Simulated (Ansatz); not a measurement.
# Al₂BBrClH₃: one species, many methods

The task here is to estimate one member of a computed series from the others.

The runs use Ansatz 0.2.0, Gaussian basis; functionals in def2-TZVPP, the program's frozen cores in correlated methods.

The runs, in order: LDA (SPW92), PBE-D4, revPBE-D4, BLYP-D4, r2SCAN-D4, B97M-V, PBE0-D4, B3LYP-D4, r2SCANh-D4, r2SCAN0-D4, HSE06-D4, BHLYP-D4, CAM-B3LYP-D4, LC-ωPBE, ωB97X-V, ωB97M-V, B2PLYP, PBE-QIDH; CCSD(T)/def2-SVP; CCSD(T)/def2-TZVPP; MP2/def2-QZVPP; extrapolation to the limit; RPA on PBE.

**The relaxed structure**

An earlier PBE0-D4 in a triple-zeta def2 set relaxation fixed the geometry.

SMILES `[AlH2][BH][Al]([Cl])[Br]`, 8 atoms, charge 0, spin multiplicity 1.

Atoms are counted from 1 here; the program's logs count them from 0.

Bond lengths: Al1–B2 2.102 Å, Al1–H6 1.591 Å, Al1–H7 1.590 Å, B2–Al3 2.092 Å, B2–H8 1.203 Å, Al3–Cl4 2.095 Å, Al3–Br5 2.256 Å. Angles: B2–Al1–H6 119.9°, B2–Al1–H7 120.1°, H6–Al1–H7 120.0°, Al1–B2–Al3 126.1°, Al1–B2–H8 118.9°, Al3–B2–H8 115.0°, B2–Al3–Cl4 122.1°, B2–Al3–Br5 120.0°, Cl4–Al3–Br5 117.7°.

Set-up of the first run:

in.yaml

```yaml
crystal:
  periodic: [false, false, false]
  atoms:
    - {symbol: Al, position_ang: [0.025673, 1.508324, 1.221102]}
    - {symbol: B, position_ang: [0.403154, -0.444041, 0.539455]}
    - {symbol: Al, position_ang: [-0.189624, -1.243624, -1.300631]}
    - {symbol: Cl, position_ang: [-2.044862, -2.181963, -1.562053]}
    - {symbol: Br, position_ang: [1.129817, -1.002694, -3.114299]}
    - {symbol: H, position_ang: [-1.301936, 1.818368, 2.040367]}
    - {symbol: H, position_ang: [1.041619, 2.682778, 0.878403]}
    - {symbol: H, position_ang: [1.028359, -1.194251, 1.241856]}
basis:
  gaussian: {orbitals: def2-TZVPP}
hamiltonian: {xc: lda}
output: {orbitals: {seedname: orbitals}}
```

Among the steps run: LDA; PBE-D4 (GGA); revPBE-D4 (GGA); BLYP-D4 (GGA); r2SCAN-D4 (meta-GGA); B97M-V (meta-GGA); PBE0-D4 (hybrid); B3LYP-D4 (hybrid); r2SCANh-D4 (hybrid); r2SCAN0-D4 (hybrid); HSE06-D4 (hybrid); BHLYP-D4 (hybrid); CAM-B3LYP-D4 (range-separated); LC-ωPBE (range-separated); ωB97X-V (range-separated); ωB97M-V (range-separated); B2PLYP (double hybrid); PBE-QIDH (double hybrid).

One table of the session follows, with a row left open; its other results are not shown here.

It belongs to the step «Frontier levels by functional». 

```
  functional  HOMO (eV)  LUMO (eV)  gap (eV)
 LDA (SPW92)      -6.52      -4.40      2.12
      PBE-D4      -6.39      -4.13      2.26
   revPBE-D4      -6.34      -4.01      2.33
     BLYP-D4      -6.24      -3.88      2.36
   r2SCAN-D4      -6.62      -3.88      2.74
      B97M-V      -6.67      -3.97      2.70
     PBE0-D4      -7.49      -3.19      4.30
    B3LYP-D4      -7.28      -3.32      3.97
  r2SCANh-D4      -7.02      -3.55      3.47
  r2SCAN0-D4      -7.63      -3.06      4.57
    HSE06-D4      -7.10      -3.58      3.52
    BHLYP-D4      -8.47      -2.07      6.40
CAM-B3LYP-D4          ?          ?         ?
     LC-ωPBE     -10.07      -0.88      9.19
     ωB97X-V      -9.72      -0.98      8.74
     ωB97M-V      -9.51      -1.21      8.30
```

Q: Estimate the row for CAM-B3LYP-D4 from the others.

As computed: HOMO (eV): -8.76; LUMO (eV): -2.00; gap (eV): 6.76. In the column «HOMO (eV)» it lies between ωB97M-V (-9.51) and BHLYP-D4 (-8.47).
